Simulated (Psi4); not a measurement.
# InNH2Cl (SMILES [NH2][In][Cl]) at UPBE/def2-SVP (core potential)

Aim: the energy change on altering one bond length of InNH2Cl at UPBE/def2-SVP (core potential), from 2 runs. 

The results are computed with Psi4 1.11.

1 further run of the same task is left out (it didn't finish).

**1. Starting point**

InNH2Cl has 5 atoms, charge 0, and is taken as a doublet. SMILES: `[NH2][In][Cl]`. Geometry: relaxed at PBE0-D4/def2-TZVP. This is one conformer, not always the lowest.

Bond lengths: N1–In2 2.072 Å, In2–Cl3 2.369 Å, N1–H4 1.015 Å, N1–H5 1.017 Å. Angles: N1–In2–Cl3 113.1°, In2–N1–H4 113.0°, In2–N1–H5 110.3°, H4–N1–H5 107.4°.

**2. Energy and forces at UPBE/def2-SVP (core potential)**

File calc.dat:

```
memory 2.2 GB

molecule molecule1 {
  0 2
  N     -0.26947495     1.52803254    -0.93333573
  In    -0.77781127    -2.30130847    -0.28969501
  Cl     2.62955390    -4.17912932     1.92506400
  H     -1.88915921     2.42603040    -1.42995576
  H      0.40118886     2.38710204     0.64968784
  units bohr
  symmetry c1
}

set globals {
  basis def2-SVP
  reference uks
  puream true
  e_convergence 1e-09
  d_convergence 1e-08
  scf_type pk
  dft_radial_points 99
  dft_spherical_points 590
  maxiter 100
}

result, w = gradient('pbe', return_wfn=True)
oeprop(w, 'DIPOLE', 'WIBERG_LOWDIN_INDICES', 'LOWDIN_CHARGES')
```

Started as:

```console
$ psi4 -n 1 calc.dat calc.out
```

calc.out:

```text
[...]
    !!!  WARNING: ECP capability is in beta. Please check occupations closely.  !!!
[...]
  Running in c1 symmetry.
[...]
  Nuclear repulsion =  154.716518858565308
[...]
  Multiplicity = 2
[...]
  Nalpha       = 24
  Nbeta        = 23
[...]
    Number of basis functions: 68
[...]
   @UKS iter   1:  -705.43364136509365   -6.52717e-01   1.41252e-02 DIIS/ADIIS
[...]
   @UKS iter  14:  -705.87722912237496   -2.16005e-12   6.11386e-09 DIIS
[...]
   @S^2 Observed:                7.528829712E-01
[...]
    Orbital Energies [Eh]
    ---------------------
    Alpha Occupied:
       1A   -100.602698     2A    -13.997579     3A     -9.137216
       4A     -6.965539     5A     -6.958979     6A     -6.958606
       7A     -4.487294     8A     -2.932047     9A     -2.927874
      10A     -2.924795    11A     -0.770411    12A     -0.726148
      13A     -0.695796    14A     -0.694176    15A     -0.693729
      16A     -0.684832    17A     -0.667774    18A     -0.430986
      19A     -0.383423    20A     -0.305099    21A     -0.260211
      22A     -0.255992    23A     -0.239618    24A     -0.190484
    Alpha Virtual:
      25A     -0.072952    26A     -0.011257    27A     -0.005511
[...]
  @UKS Final Energy:  -705.87722912237496
   => Energetics <=
    Nuclear Repulsion Energy =            154.7165188585653084
    One-Electron Energy =               -1354.7599628133693841
    Two-Electron Energy =                 546.5477472879532570
    DFT Exchange-Correlation Energy =     -52.3815324555240736
    Empirical Dispersion Energy =           0.0000000000000000
    VV10 Nonlocal Energy =                  0.0000000000000000
    Total Energy =                       -705.8772291223749562
[...]
  -Total Gradient:
     Atom            X                  Y                   Z
    ------   -----------------  -----------------  -----------------
       1       -0.009080626448     0.000017390639     0.009606977268
       2        0.010874741745     0.008473449579     0.003383787064
       3       -0.008950156034     0.004758528746    -0.005487476224
       4        0.011083483907    -0.006712717995     0.003330734759
       5       -0.003916659803    -0.006547872057    -0.010816971293
[...]
 Multipole Moments:
 ------------------------------------------------------------------------------------
     Multipole            Electronic (a.u.)      Nuclear  (a.u.)        Total (a.u.)
 ------------------------------------------------------------------------------------
 L = 1.  Multiply by 2.5417464519 to convert [e a0] to [Debye]
 Dipole X            :        -26.7443559           25.7573825           -0.9869734
 Dipole Y            :         -4.3099274            5.0215680            0.7116406
 Dipole Z            :        -13.8211664           13.6131491           -0.2080173
 Magnitude           :                                                    1.2344310
[...]
```

It took 35 s on 1 thread of Intel Xeon at 2.50GHz (Skylake/Cascade Lake), shared host; peak memory 0.69 GiB.

**3. The distorted shape: the energy at UPBE/def2-SVP (core potential)**

File input.dat:

```
memory 2200 MB

molecule system {
  0 2
  N
  In 1 2.072358
  Cl 2 3.5535 1 113.12071
  H 1 1.014642 2 113.009 3 -164.07964
  H 1 1.017033 4 107.38364 2 -121.86895
  symmetry c1
  no_reorient
  no_com
}

set {
  basis def2-SVP
  reference uks
  puream true
  e_convergence 1e-09
  d_convergence 1e-08
  scf_type pk
  dft_radial_points 99
  dft_spherical_points 590
  maxiter 100
}

energy_value, wavefunction = energy('pbe', return_wfn=True)
oeprop(wavefunction, 'DIPOLE', 'WIBERG_LOWDIN_INDICES', 'MAYER_INDICES', title='PBE')
print_variables()
```

Started as:

```console
$ psi4 -i input.dat -o output.dat -n 1
```

output.dat:

```text
[...]
    !!!  WARNING: ECP capability is in beta. Please check occupations closely.  !!!
[...]
  Running in c1 symmetry.
[...]
  Nuclear repulsion =  123.518656896313871
[...]
  Multiplicity = 2
[...]
  Nalpha       = 24
  Nbeta        = 23
[...]
    Number of basis functions: 68
[...]
   @UKS iter   1:  -705.35506611038511   -6.97697e-01   1.39815e-02 ADIIS/DIIS
[...]
   @UKS iter  18:  -705.82292350535909   -1.78488e-11   8.73664e-09 DIIS
[...]
   @S^2 Observed:                7.542982411E-01
[...]
    Orbital Energies [Eh]
    ---------------------
    Alpha Occupied:
       1A   -100.570945     2A    -14.009612     3A     -9.103321
       4A     -6.936642     5A     -6.923872     6A     -6.923039
       7A     -4.502654     8A     -2.946563     9A     -2.945405
      10A     -2.938239    11A     -0.784414    12A     -0.711310
      13A     -0.711258    14A     -0.706905    15A     -0.705509
      16A     -0.696423    17A     -0.652130    18A     -0.445656
      19A     -0.386680    20A     -0.270109    21A     -0.250180
      22A     -0.223534    23A     -0.212868    24A     -0.210191
    Alpha Virtual:
      25A     -0.093083    26A     -0.085662    27A     -0.023214
[...]
  @UKS Final Energy:  -705.82292350535909
   => Energetics <=
    Nuclear Repulsion Energy =            123.5186568963138711
    One-Electron Energy =               -1292.6021702041111894
    Two-Electron Energy =                 515.5789928948235001
    DFT Exchange-Correlation Energy =     -52.3184030923852532
    Empirical Dispersion Energy =           0.0000000000000000
    VV10 Nonlocal Energy =                  0.0000000000000000
    Total Energy =                       -705.8229235053590855
[...]
 Multipole Moments:
 ------------------------------------------------------------------------------------
     Multipole            Electronic (a.u.)      Nuclear  (a.u.)        Total (a.u.)
 ------------------------------------------------------------------------------------
 L = 1.  Multiply by 2.5417464519 to convert [e a0] to [Debye]
 Dipole X            :         -0.8024302            1.2383142            0.4358840
 Dipole Y            :         45.5837222          -43.5188575            2.0648646
 Dipole Z            :         -1.3994297            0.2178119           -1.1816178
 Magnitude           :                                                    2.4186528
[...]
```

Run time: 32 s. Hardware: 1 thread of Intel Xeon at 2.50GHz (Skylake/Cascade Lake), shared host; peak memory 0.67 GiB.

**4. Results**

Level: UPBE/def2-SVP (core potential).

```
                                                           quantity          value
                                          first shape: total energy  -705.87723 Eh
                                         first shape: dipole moment         3.14 D
                    first shape: HOMO energy (highest over α and β)       -5.18 eV
                     first shape: LUMO energy (lowest over α and β)       -4.31 eV
                                                  first shape: ⟨S²⟩          0.753
                              first shape: largest force on an atom     0.730 eV/Å
                                      distorted shape: total energy  -705.82292 Eh
                                     distorted shape: dipole moment         6.15 D
                distorted shape: HOMO energy (highest over α and β)       -5.51 eV
                 distorted shape: LUMO energy (lowest over α and β)       -5.34 eV
                                              distorted shape: ⟨S²⟩          0.754
energy change with the In2–Cl3 bond stretched from 2.369 to 3.553 Å       1.478 eV
```

What this shows: With the In2–Cl3 bond stretched from 2.369 to 3.553 Å the energy rises by 1.48 eV (143 kJ/mol). The first shape isn't relaxed at this level, so the change isn't measured from a minimum. The largest force (first shape) is 0.73 eV/Å: the shape isn't a stationary point for this species at this level.
